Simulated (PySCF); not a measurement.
**SiCl3 (SMILES Cl[Si](Cl)Cl) at 4 levels**

Aim: a comparison of 4 runs (UBLYP/cc-pVDZ, UBLYP/cc-pCVDZ, UBLYP/cc-pwCVDZ, UBLYP/cc-pVTZ) of SiCl3. Input form: a Python script.

The results are computed with PySCF 2.14.0.

### Step 1. Starting point

The species is SiCl3 (4 atoms), meant as a doublet with charge 0. SMILES: `Cl[Si](Cl)Cl`. The coordinates come from a PBE0-D4/def2-TZVP relaxation.

Bond lengths: Cl1–Si2 2.043 Å, Si2–Cl3 2.043 Å, Si2–Cl4 2.043 Å. Angles: Cl1–Si2–Cl3 109.4°, Cl1–Si2–Cl4 109.4°, Cl3–Si2–Cl4 109.5°.

### Step 2. The response to a field at UBLYP/cc-pVDZ (run 1)

File run.py:

```python
import numpy
from pyscf import gto, dft
from pyscf.prop.polarizability import uks

mol = gto.Mole()
mol.atom = '''
Cl    -2.881454    -1.117962     1.946607
Si     0.219397     0.735859     0.586949
Cl     3.202519    -1.707934     0.413850
Cl    -0.540462     2.089848    -2.947406
'''
mol.spin = 1
mol.max_memory = 1860
mol.verbose = 3
mol.basis = 'cc-pvdz'
mol.unit = 'bohr'
mol.build()

mf = dft.UKS(mol, xc='blyp')
mf.grids.level = 4
mf.conv_tol = 1e-10
mf.kernel()
if not mf.converged:
    mf = mf.newton().run(mf.mo_coeff, mf.mo_occ)

energy = mf.e_tot
print('Final energy', energy)
pol = uks.Polarizability(mf)
alpha = pol.polarizability()
print('isotropic polarizability %.4f bohr^3' % (numpy.trace(alpha) / 3))
alpha_w = pol.polarizability_with_freq(freq=0.0774)
```

On the command line:

```console
$ OMP_NUM_THREADS=1 python run.py
```

Output:

```text
WARN: HOMO -0.1790312201077 >= LUMO -0.179031220107698

converged SCF energy = -1670.18464472758  <S^2> = 0.75128764  2S+1 = 2.0012872
Final energy -1670.1846447275764
isotropic polarizability 52.3454 bohr^3
```

It took 73 s on 1 thread of Arm Neoverse V1, shared host; peak memory 0.47 GiB.

### Step 3. The polarisability at UBLYP/cc-pCVDZ (run 2)

File mol.xyz:

```xyz
4

Cl    -1.524800    -0.591600     1.030100
Si     0.116100     0.389400     0.310600
Cl     1.694700    -0.903800     0.219000
Cl    -0.286000     1.105900    -1.559700
```

File job.py:

```python
import numpy
from pyscf import gto, dft
from pyscf.prop.polarizability import uks

system = gto.M(
    atom='mol.xyz',
    verbose=4,
    charge=0,
    max_memory=1860,
    spin=1,
    basis='cc-pcvdz',
)

myscf = dft.UKS(system)
myscf.xc = 'blyp'
myscf.conv_tol = 1e-10
myscf.grids.level = 4
myscf.kernel()
if not myscf.converged:
    myscf = myscf.newton().run(myscf.mo_coeff, myscf.mo_occ)

energy = myscf.e_tot
print('Final energy', energy)
pol = uks.Polarizability(myscf)
alpha = pol.polarizability()
print('isotropic polarizability %.4f bohr^3' % (numpy.trace(alpha) / 3))
alpha_w = pol.polarizability_with_freq(freq=0.0774)
```

On the command line:

```console
$ OMP_NUM_THREADS=1 python job.py
```

Output:

```text
PySCF version 2.14.0

[... 55 lines left out ...]
WARN: HOMO -0.178495659873022 >= LUMO -0.178495659873025
[... 42 lines left out ...]
converged SCF energy = -1670.20032386339  <S^2> = 0.75128554  2S+1 = 2.0012851
Final energy -1670.200323863395
[... 2 lines left out ...]
isotropic polarizability 52.5531 bohr^3
```

Wall time 2.5 min (1 thread of Arm Neoverse V1, shared host); peak memory 0.69 GiB.

Run 3 isn't shown in full; the table further down has it.

### Step 4. The response to a field at UBLYP/cc-pVTZ (run 4)

File calc.py:

```python
# Cl[Si](Cl)Cl
import numpy
from pyscf import gto, dft
from pyscf.prop.polarizability import uks

mol = gto.Mole()
mol.atom = [
    ('Cl', (-1.524800, -0.591600, 1.030100)),
    ('Si', (0.116100, 0.389400, 0.310600)),
    ('Cl', (1.694700, -0.903800, 0.219000)),
    ('Cl', (-0.286000, 1.105900, -1.559700)),
]
mol.max_memory = 1860
mol.verbose = 3
mol.spin = 1
mol.basis = 'cc-pvtz'
mol.charge = 0
mol.build()

ks = dft.UKS(mol, xc='blyp')
ks.grids.level = 4
ks.conv_tol = 1e-10
ks.kernel()
if not ks.converged:
    ks = ks.newton().run(ks.mo_coeff, ks.mo_occ)

energy = ks.e_tot
print('Final energy', energy)
pol = uks.Polarizability(ks)
alpha = pol.polarizability()
print('isotropic polarizability %.4f bohr^3' % (numpy.trace(alpha) / 3))
alpha_w = pol.polarizability_with_freq(freq=0.0774)
```

On the command line:

```console
$ OMP_NUM_THREADS=1 python calc.py
```

Output:

```text
converged SCF energy = -1670.26066077418  <S^2> = 0.75149261  2S+1 = 2.0014921
Final energy -1670.2606607741825
isotropic polarizability 61.7416 bohr^3
```

Run time: 3.9 min. Hardware: 1 thread of Arm Neoverse V1, shared host; peak memory 0.97 GiB.

### Step 5. The series

```
run            level   energy (Eh)  dipole moment (D)  HOMO energy (eV)  LUMO energy (eV)  wall time
  1    UBLYP/cc-pVDZ  -1670.184645               0.49             -5.55             -4.26       73 s
  2   UBLYP/cc-pCVDZ  -1670.200324               0.49             -5.57             -4.27    2.5 min
  3  UBLYP/cc-pwCVDZ  -1670.206936               0.48             -5.57             -4.27    2.5 min
  4    UBLYP/cc-pVTZ  -1670.260661               0.50             -5.67             -4.33    3.9 min
```

### Step 6. What came out

```
                                   quantity           value
                        run 4: total energy  -1670.26066 Eh
                       run 4: dipole moment          0.50 D
  run 4: HOMO energy (highest over α and β)        -5.67 eV
   run 4: LUMO energy (lowest over α and β)        -4.33 eV
                                run 4: ⟨S²⟩           0.751
          run 4: mean static polarisability      61.7 bohr³
run 4: mean polarisability at ω = 0.0774 Eh      64.4 bohr³
```

What this shows: The dipole moment (its size) runs from 0.48 D (UBLYP/cc-pwCVDZ) to 0.50 D (UBLYP/cc-pVTZ). All runs together took 10 min, the longest 3.9 min.
